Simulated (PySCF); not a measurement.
# GeH7NSSi: the cost of one run

The runs use PySCF 2.14.0, with density-fitted response routines of our own; the level of theory stands in each step. All values are computed, except where a source is named. Atoms are numbered from 0 throughout.

### 1 Starting geometry

11 atoms, charge 0, multiplicity 1; geometry from: GFN2-xTB. The atoms were then displaced at random by about 0.01 Å, so the start is not that level's minimum.

Bonds of the start (Å): Si0–N1 1.71, N1–Ge2 1.80, Ge2–S3 2.26, Si0–H4 1.45, Si0–H5 1.48, Si0–H6 1.48, N1–H7 1.02, Ge2–H8 1.49, Ge2–H9 1.51, S3–H10 1.31.

### 2 Optimising the geometry at PBE0-D3(BJ)/def2-SVP

What the job is given:

```
{"job": {"xc": "PBE0", "basis": "def2-SVP", "d3": "d3bj", "grid": 1, "shake": 0.01, "kind": "geom"}, "charge": 0, "multiplicity": 1}
Si    -1.511250     0.811980     0.373320
N     -0.471540    -0.048620    -0.684040
Ge     0.867750    -1.136070    -0.170830
S      2.529420    -0.040560     0.889540
H     -2.021890    -0.137260     1.338890
H     -0.849360     1.948620     1.048800
H     -2.561230     1.349260    -0.522040
H     -0.367070     0.334210    -1.619590
H      1.405270    -1.787540    -1.400590
H      0.332110    -2.137020     0.817810
H      2.685920     0.817170    -0.086920
```

Command:

```bash
OMP_NUM_THREADS=1 python probes_run.py task.json out
```

This one command runs all jobs of the session in turn.

**Question.** How long does this first job take on 1 thread of Arm Neoverse N1, shared host, and how much memory does it need?

About 1.9 min, with a peak of 0.5 GiB.
